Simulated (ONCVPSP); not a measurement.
**Copper: generating and testing an ONCV potential**

Task: generate the file, and judge it by its errors in other configurations, its logarithmic derivatives, its ghosts and its cutoff.

Program: ONCVPSP 4.0.1.1 (patched build). Reference atom: LDA (Perdew-Wang 92), scalar-relativistic, spherical and spin-unpolarised. All values are calculated.

**1. Settings**

The settings as typed:

| Property | Result |
| --- | --- |
| element | copper (Cu, Z = 29) |
| type | optimised norm-conserving Vanderbilt (ONCV) |
| frozen core | [Ne] |
| valence charge | 19 |
| reference configuration | 3s2 3p6 3d10 4s1 |
| partial waves | 3s+4s: rc 1.25 bohr, ncon 4, nbas 7, qcut 11.7 1/bohr, 2 projectors; 3p: rc 1.10 bohr, ncon 4, nbas 7, qcut 15.1 1/bohr, 2 projectors, debl 0.8 Ha; 3d: rc 1.30 bohr, ncon 5, nbas 10, qcut 9.5 1/bohr, 3 projectors, debl 0.5 Ha |
| local potential | polynomial inside 0.85 bohr (lpopt 5, dvloc0 2 Ha) |
| core correction | Teter function, fcfact 2, rcfact 1.65 |

The nodes and maxima of the atom's own shells, from an earlier all-electron run, set the scale for the radii.

All-electron outer shells of the reference configuration (LDA (PZ), scalar-relativistic, ld1.x):

```tsv
shell	level (eV)	outermost node (bohr)	outermost maximum (bohr)
2p	-916.44	–	0.16
3s	-114.15	0.29	0.61
3p	-72.03	0.26	0.62
3d	-5.32	–	0.60
4s	-4.87	0.89	2.24
4p	-0.79	0.98	3.52
```

**2. Generating the potential**

Contents of Cu.dat:

```
# ATOM AND REFERENCE CONFIGURATION
# atsym  z   nc   nv     iexc    psfile
  Cu 29.00    3    4  -001012      upf
#
#   n    l    f
    1    0    2.00
    2    0    2.00
    2    1    6.00
    3    0    2.00
    3    1    6.00
    3    2   10.00
    4    0    1.00
#
# PSEUDOPOTENTIAL AND OPTIMIZATION
# lmax
    2
#
#   l,   rc,      ep,       ncon, nbas, qcut
    0    1.25    0.00    4    7   11.70
    1    1.10    0.00    4    7   15.10
    2    1.30    0.00    5   10    9.50
#
# LOCAL POTENTIAL
# lloc, lpopt,  rc(5),   dvloc0
    4    5    0.85    2.00
#
# VANDERBILT-KLEINMAN-BYLANDER PROJECTORs
# l, nproj, debl
    0    2    1.50
    1    2    0.80
    2    3    0.50
#
# MODEL CORE CHARGE
# icmod, fcfact, rcfact
    3    2.00    1.65
#
# LOG DERIVATIVE ANALYSIS
# epsh1, epsh2, depsh
   -6.00    5.00    0.04
#
# OUTPUT GRID
# rlmax, drl
    6.00    0.01
#
# TEST CONFIGURATIONS
# ncnf
    4
# nvcnf
#   n    l    f
    4
    3    0    2.00
    3    1    6.00
    3    2   10.00
    4    0    0.00
#
    4
    3    0    2.00
    3    1    6.00
    3    2    9.00
    4    0    0.00
#
    4
    3    0    2.00
    3    1    6.00
    3    2    8.00
    4    0    0.00
#
    4
    3    0    2.00
    3    1    6.00
    3    2    7.00
    4    0    0.00
#
```

Run with:

```console
$ oncvpsp.x < Cu.dat > Cu.out
```

Before running it: what results should come out? Wanted: cutoffs for 1 and 0.1 mHa per electron, occupied waves; bound ghosts; GHOST(+) flags; largest test error; largest phase difference near zero energy, channels read; rms error of d²Exc/dn², without and with the model core; projector energies reset by the program.

**Answer**, as computed:

| quantity | value |
| --- | --- |
| cutoffs for 1 and 0.1 mHa per electron, occupied waves | 134 Ha and 221 Ha |
| bound ghosts | none found |
| GHOST(+) flags | d at 13 eV, d at 1586 eV |
| largest test error (AE − PS) | +4.7 meV, for 3s2 3p6 3d10 4s0 (2 tests unsolved) |
| largest phase difference near zero energy, channels read | 0.000 rad |
| rms error of d²Exc/dn², without and with the model core | 2.91 and 0.51 mHa |
| projector energies reset by the program | p: -2.647, 0.250 Ha |

The worst unpolarised test, 3s2 3p6 3d10 4s0, is off by 4.7 meV on 8.4 eV; by total energies transferability rates as very good where solved. Of the tests 2 gave no usable energy difference, which is a warning in itself. By its cutoff, 134 Ha for the looser tolerance, it is very hard. At the looser tolerance the 3d wave is the slowest; 3p needs 48 Ha. No bound ghost shows below the valence levels. Near zero energy the phases of the channels with partial waves agree within 0.001 rad. The program also flags highly localised states, GHOST(+) (d). All of this concerns the isolated atom, not yet a solid.
